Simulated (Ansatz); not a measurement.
# AlBH8OSi2: one species, many methods

Aim: compute AlBH8OSi2 with functionals from several rungs and with coupled cluster, and see how far each lands from CCSD(T) at the basis-set limit for the atomisation energy.

The runs use Ansatz 0.2.0, Gaussian basis; functionals in def2-TZVPP, the program's frozen cores in correlated methods.

Plan: LDA (SPW92), PBE-D4, revPBE-D4, BLYP-D4, r2SCAN-D4, B97M-V, PBE0-D4, B3LYP-D4, r2SCANh-D4, r2SCAN0-D4, HSE06-D4, BHLYP-D4, CAM-B3LYP-D4, LC-ωPBE, ωB97X-V, ωB97M-V, B2PLYP, PBE-QIDH; CCSD(T)/def2-SVP; CCSD(T)/def2-TZVPP; MP2/def2-QZVPP; extrapolation to the limit; RPA on PBE.

## (1) The relaxed structure

An earlier PBE0-D4 in a triple-zeta def2 set relaxation fixed the geometry.

13 atoms, charge 0, spin multiplicity 1.

Atoms are counted from 1 here; the program's logs count them from 0.

Bond lengths: Al1–B2 2.173 Å, Al1–H6 1.596 Å, Al1–H7 1.596 Å, B2–Si3 2.034 Å, B2–O4 1.374 Å, Si3–H8 1.493 Å, Si3–H9 1.493 Å, Si3–H10 1.491 Å, O4–Si5 1.652 Å, Si5–H11 1.479 Å, Si5–H12 1.515 Å, Si5–H13 1.479 Å. Angles: B2–Al1–H6 121.0°, B2–Al1–H7 121.0°, H6–Al1–H7 117.9°, Al1–B2–Si3 126.9°, Al1–B2–O4 114.6°, Si3–B2–O4 118.6°, B2–Si3–H8 108.7°, B2–Si3–H9 108.7°, B2–Si3–H10 115.9°, H8–Si3–H9 106.4°, H8–Si3–H10 108.3°, H9–Si3–H10 108.3°, B2–O4–Si5 121.4°, O4–Si5–H11 110.5°, O4–Si5–H12 106.9°, O4–Si5–H13 110.5°, H11–Si5–H12 108.5°, H11–Si5–H13 111.8° and more.

## (2) LDA

This LDA is Slater exchange with PW92 correlation.

Contents of in.yaml:

```yaml
crystal:
  periodic: [false, false, false]
  atoms:
    - {symbol: Al, position_ang: [-1.185301, 1.400591, -0.410600]}
    - {symbol: B, position_ang: [0.414772, 0.094229, 0.262664]}
    - {symbol: Si, position_ang: [2.059336, 0.630737, 1.332327]}
    - {symbol: O, position_ang: [0.262983, -1.224950, -0.092227]}
    - {symbol: Si, position_ang: [-1.045830, -1.736327, -0.960753]}
    - {symbol: H, position_ang: [-2.454864, 1.689495, 0.512045]}
    - {symbol: H, position_ang: [-1.095448, 2.156089, -1.813389]}
    - {symbol: H, position_ang: [2.802629, 1.680459, 0.574104]}
    - {symbol: H, position_ang: [1.614155, 1.266755, 2.607722]}
    - {symbol: H, position_ang: [3.009367, -0.469733, 1.663766]}
    - {symbol: H, position_ang: [-0.618595, -2.291580, -2.263183]}
    - {symbol: H, position_ang: [-1.907104, -0.516905, -1.216938]}
    - {symbol: H, position_ang: [-1.835597, -2.713564, -0.180738]}
basis:
  gaussian: {orbitals: def2-TZVPP}
hamiltonian: {xc: lda}
output: {orbitals: {seedname: orbitals}}
```

After this run come: PBE-D4 (GGA); revPBE-D4 (GGA); BLYP-D4 (GGA); r2SCAN-D4 (meta-GGA); B97M-V (meta-GGA); PBE0-D4 (hybrid); B3LYP-D4 (hybrid); r2SCANh-D4 (hybrid); r2SCAN0-D4 (hybrid); HSE06-D4 (hybrid); BHLYP-D4 (hybrid); CAM-B3LYP-D4 (range-separated); LC-ωPBE (range-separated); ωB97X-V (range-separated); ωB97M-V (range-separated); B2PLYP (double hybrid); PBE-QIDH (double hybrid); CCSD(T) in def2-SVP; CCSD(T) in def2-TZVPP; MP2 in def2-QZVPP; RPA on PBE orbitals.

Q: Predict the results of all the runs planned. Wanted: atomisation energy, CCSD(T)/CBS; farthest beyond LDA; mean size of error, GGA; mean size of error, meta-GGA; mean size of error, hybrid; mean size of error, range-separated; mean size of error, double hybrid; gap, smallest and largest; T1 diagnostic.

As calculated:

| quantity | value |
| --- | --- |
| atomisation energy, CCSD(T)/CBS | 4031.9 kJ/mol |
| functionals within 20.2 kJ/mol (0.5 %) | r2SCAN-D4, B3LYP-D4, r2SCANh-D4, CAM-B3LYP-D4, ωB97M-V |
| farthest beyond LDA | revPBE-D4 (-94.5 kJ/mol) |
| mean size of error, GGA | 54.0 kJ/mol |
| mean size of error, meta-GGA | 25.6 kJ/mol |
| mean size of error, hybrid | 35.0 kJ/mol |
| mean size of error, range-separated | 24.0 kJ/mol |
| mean size of error, double hybrid | 58.0 kJ/mol |
| gap, smallest and largest | 2.68 eV (LDA (SPW92)), 9.54 eV (LC-ωPBE) |
| T1 diagnostic | 0.0145 |
| triples share of the correlation energy | 3.5 % |

LDA overbinds by 446.3 kJ/mol (11 %). PBE-D4 misses by -25.9 kJ/mol. Double hybrids carry the basis error of their MP2 part in triple zeta, and no dispersion term here, so their miss is partly the set-up's. By mean error the best rung here is range-separated (24.0 kJ/mol) and the worst beyond LDA is double hybrid (58.0 kJ/mol). The gap between the best rungs is small, so their order is not settled. The reference freezes the cores and leaves out relativity and excitations past (T), so misses under about 20.2 kJ/mol can't be ranked. Hartree-Fock recovers 76 % of the binding; the rest is correlation. CCSD(T) in def2-SVP is off by -251.3 kJ/mol, so the small basis spoils what the method gains. Orbital gaps span 2.7 to 9.5 eV; exact exchange widens them.
